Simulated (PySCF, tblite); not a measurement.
# C6H13BO2: infrared bands and NMR shifts

Aim: predict the infrared bands and NMR shifts of C6H13BO2 (`CCCB1OCCCO1`).

Computed with tblite 0.8.0 and PySCF 2.14.0, with density-fitted response routines of our own, on a single molecule in the gas phase. Atoms are numbered from 0 throughout.

## Step 1: Starting geometry

22 atoms, charge 0, multiplicity 1; geometry from: GFN2-xTB.

Bonds of the start (Å): C0–C1 1.52, C1–C2 1.53, C2–B3 1.60, B3–O4 1.36, O4–C5 1.41, C5–C6 1.53, C6–C7 1.53, C7–O8 1.41, O8–B3 1.36, C0–H9 1.09, C0–H10 1.09, C0–H11 1.09, C1–H12 1.09, C1–H13 1.09, C2–H14 1.09, C2–H15 1.09, C5–H16 1.10, C5–H17 1.10, C6–H18 1.09, C6–H19 1.09, C7–H20 1.10, C7–H21 1.10.

## Step 2: Vibrational analysis with GFN2-xTB

Job settings and geometry (Å):

```
{"job": {"kind": "ir", "xc": "GFN2-xTB", "basis": "xTB"}, "charge": 0, "multiplicity": 1}
C     -3.635687    -0.137848    -0.483117
C     -2.142487     0.133935    -0.622391
C     -1.335636    -0.499195     0.515142
B      0.242629    -0.303689     0.367255
O      0.971843    -0.085892     1.495181
C      2.371171     0.088451     1.414408
C      2.781929     0.674431     0.065190
C      2.188574    -0.196977    -1.040381
O      0.797491    -0.370899    -0.872544
H     -3.831093    -1.207739    -0.501058
H     -4.188357     0.325112    -1.297857
H     -4.009492     0.261494     0.457373
H     -1.782358    -0.262383    -1.572782
H     -1.969248     1.212026    -0.628855
H     -1.673250    -0.093770     1.469793
H     -1.559157    -1.568556     0.537956
H      2.855611    -0.885037     1.566546
H      2.659652     0.754115     2.234817
H      2.374628     1.683864    -0.021128
H      3.866949     0.716530    -0.020786
H      2.339100     0.262209    -2.023570
H      2.666776    -1.185601    -1.040041
```

**Question.** This job is followed by: GIAO PBE0/pcSseg-1 NMR shielding, non-relativistic, gas phase. Predict these results of the whole session: strongest single infrared mode (GFN2-xTB); zero-point energy (GFN2-xTB); 13C shifts against TMS (PBE0/pcSseg-1, means over atoms taken as alike); 1H shifts against TMS (PBE0/pcSseg-1, means over atoms taken as alike); 11B shifts against BF3·OEt2 (PBE0/pcSseg-1); 17O shifts against H2O (PBE0/pcSseg-1, means over atoms taken as alike).

The runs gave:

```
                                                               quantity                             value
                              strongest single infrared mode (GFN2-xTB)             1211 cm⁻¹, 194 km/mol
                                           zero-point energy (GFN2-xTB)                    118.5 kcal/mol
13C shifts against TMS (PBE0/pcSseg-1, means over atoms taken as alike)  65.1, 31.8, 22.7, 22.2, 20.3 ppm
 1H shifts against TMS (PBE0/pcSseg-1, means over atoms taken as alike)  4.25, 1.76, 1.27, 0.94, 0.57 ppm
                            11B shifts against BF3·OEt2 (PBE0/pcSseg-1)                          28.1 ppm
17O shifts against H2O (PBE0/pcSseg-1, means over atoms taken as alike)                         121.8 ppm
```

No mode is imaginary among the 60: a minimum at this level. The strongest single mode, at 1211 cm⁻¹, is spread over several atoms, B3, O4, H19 among them. Unscaled tight-binding wavenumbers are off by several per cent, some by more. Its intensities can rank the bands wrongly. The most deshielded carbon is C5, C7 (mean) (sp3 CH2 bonded to O), at 65.1 ppm: deshielded by the electronegative neighbour. H16, H17, H20, H21 (mean) (hydrogen on an sp3 CH2 bonded to O) lies farthest downfield among hydrogen, at 4.25 ppm; its carbon carries O, which withdraws density. At PBE0/pcSseg-1: The widest tensor belongs to O4, O8: span 246 ppm, with a paramagnetic part of -183 ppm.
